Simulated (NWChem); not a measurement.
# PBE0/6-31G run of SiH4S (sulfanylsilane)

Aim: the electronic atomisation energy of SiH4S (sulfanylsilane) at PBE0/6-31G, from 4 runs. 

Program for the calculation: NWChem 7.3.0.

## 1. The molecule

SiH4S has 6 atoms, charge 0, and is taken as a singlet. SMILES: `[SiH3]S`. The coordinates come from a PBE0-D4/def2-TZVP relaxation.

Bond lengths: Si1–S2 2.137 Å, Si1–H3 1.485 Å, Si1–H4 1.482 Å, Si1–H5 1.485 Å, S2–H6 1.344 Å. Angles: Si1–S2–H6 94.7°, S2–Si1–H3 111.6°, S2–Si1–H4 104.8°, S2–Si1–H5 111.6°, H3–Si1–H4 110.0°, H3–Si1–H5 108.8°, H4–Si1–H5 110.0°.

## 2. The energy at PBE0/6-31G (run 1)

Input file struct.nw:

```
echo
start struct
title "H4SSi"
memory stack 880 mb heap 220 mb global 1100 mb
geometry noautosym nocenter noautoz
 Si    -0.169800    -0.263400    -0.436000
 S      0.907300    -0.012600     1.392800
 H     -1.629800    -0.074300    -0.241600
 H      0.108600    -1.658300    -0.852500
 H      0.299800     0.681200    -1.481100
 H      0.526100     1.263300     1.572300
end
basis spherical bse
 * library 6-31G
end
dft
 xc pbe0
 grid fine
 convergence energy 1e-08
 maxiter 100
 mulliken
 print low
end
task dft energy
```

Run with:

```sh
$ nwchem struct.nw > struct.out
```

The log of the run, shortened:

```text
[...]
 d= 0,ls=0.0,diis     1   -689.6934428695 -7.79D+02  2.48D-02  1.83D-01     0.8
[...]
 d= 0,ls=0.0,diis     8   -689.7274439841 -7.24D-10  2.68D-07  1.64D-11     3.6
         Total DFT energy =     -689.727443984058
      One electron energy =    -1130.778846179684
           Coulomb energy =      399.627346884719
    Exchange-Corr. energy =      -47.814585812619
 Nuclear repulsion energy =       89.238641123526
[...]
      Total Density - Mulliken Population Analysis
     ---------------------------------------------
    Atom       Charge   Shell Charges
 -----------   ------   -------------------------------------------------------
    1 Si  14    13.56   2.00  2.00  5.96  1.05  2.05  0.26  0.25
    2 S   16    16.29   2.00  2.00  5.97  1.35  3.10  0.59  1.27
    3 H    1     1.08   0.50  0.58
    4 H    1     1.07   0.50  0.57
    5 H    1     1.08   0.50  0.58
    6 H    1     0.92   0.51  0.41
[...]
```

Run time: 4.5 s. Hardware: 1 thread of AMD EPYC 7B13 (Zen 3), shared host; peak memory 0.12 GiB.

## 3. The H atom (run 2)

Input file h.nw:

```
start h
title "H"
memory stack 880 mb heap 220 mb global 1100 mb
geometry units angstroms noautosym nocenter noautoz
 H     0.000000    0.000000    0.000000
end
basis spherical bse
 * library 6-31G
end
dft
 xc pbe0
 mult 2
 grid fine
 convergence energy 1e-08
 maxiter 100
 mulliken
 noprint "final vectors analysis"
end
task dft energy
```

Run with:

```sh
$ nwchem h.nw > h.out
```

The log of the run, shortened:

```text
[...]
          Wavefunction type:  spin polarized.
          No. of atoms     :     1
          No. of electrons :     1
[...]
          Charge           :     0
          Spin multiplicity:     2
[...]
          AO basis - number of functions:     2
[...]
              XC Information
              --------------
                         PBE0 Method XC Functional
                     Hartree-Fock (Exact) Exchange  0.250
          PerdewBurkeErnzerhof Exchange Functional  0.750
            Perdew 1991 LDA Correlation Functional  1.000 local
           PerdewBurkeErnz. Correlation Functional  1.000 non-local
[...]
 d= 0,ls=0.0,diis     1     -0.4991056753 -4.99D-01  1.71D-03  6.97D-06     0.1
[...]
  Singularity in Pulay matrix. Error and Fock matrices removed.
 d= 0,ls=0.0,diis     3     -0.4991094307 -2.22D-07  4.84D-07  4.88D-13     0.1
[...]
  Singularity in Pulay matrix. Error and Fock matrices removed.
 d= 0,ls=0.0,diis     4     -0.4991094307 -2.75D-13  1.62D-09  5.45D-18     0.1
[...]
         Total DFT energy =       -0.499109430687
      One electron energy =       -0.498229442580
           Coulomb energy =        0.315064750631
    Exchange-Corr. energy =       -0.315944738738
 Nuclear repulsion energy =        0.000000000000
[...]
      Total Density - Mulliken Population Analysis
     ---------------------------------------------
    Atom       Charge   Shell Charges
 -----------   ------   -------------------------------------------------------
    1 H    1     1.00   0.37  0.63
     --------------------------------------------
      Spin Density - Mulliken Population Analysis
     --------------------------------------------
    Atom       Charge   Shell Charges
 -----------   ------   -------------------------------------------------------
    1 H    1     1.00   0.37  0.63
[...]
      <S2> =      0.7500 (Exact =     0.7500)
[...]
```

Run time: 0.71 s. Hardware: 1 thread of AMD EPYC 7B13 (Zen 3), shared host; peak memory 0.1 GiB.

Run 3 isn't shown in full; the table further down has it.

## 4. The Si atom (run 4)

Input file si.nw:

```
start si
title "Si"
memory total 2200 mb
charge 0
geometry units bohr noautosym nocenter noautoz
  Si     0.00000000     0.00000000     0.00000000
end
basis spherical bse
  * library 6-31G
end
dft
  xc pbe0
  mult 3
  grid fine
  convergence energy 1e-08
  maxiter 100
  mulliken
  print low
end
task dft energy
```

Run the same way, it converges to -289.22725 Eh (log not shown).

## 5. The series

```
run        level  partner  energy (Eh)  wall time
  1   PBE0/6-31G     base  -689.727444      4.5 s
  2  UPBE0/6-31G    atoms    -0.499109     0.71 s
  3  UPBE0/6-31G    atoms  -397.943213      1.1 s
  4  UPBE0/6-31G    atoms  -289.227255      1.1 s
```

## 6. Results

Level: PBE0/6-31G.

| quantity | value |
| --- | --- |
| Si atom: total energy | -289.22725 Eh |
| Si atom: ⟨S²⟩ | 2.000 |
| electronic atomisation energy | 15.253 eV |

Taking the molecule apart into free atoms costs 15.25 eV (352 kcal/mol), before zero-point energy and without spin-orbit coupling. The basis has no polarisation functions, which makes bonds too weak. All runs together took 7.5 s, the longest 4.5 s.
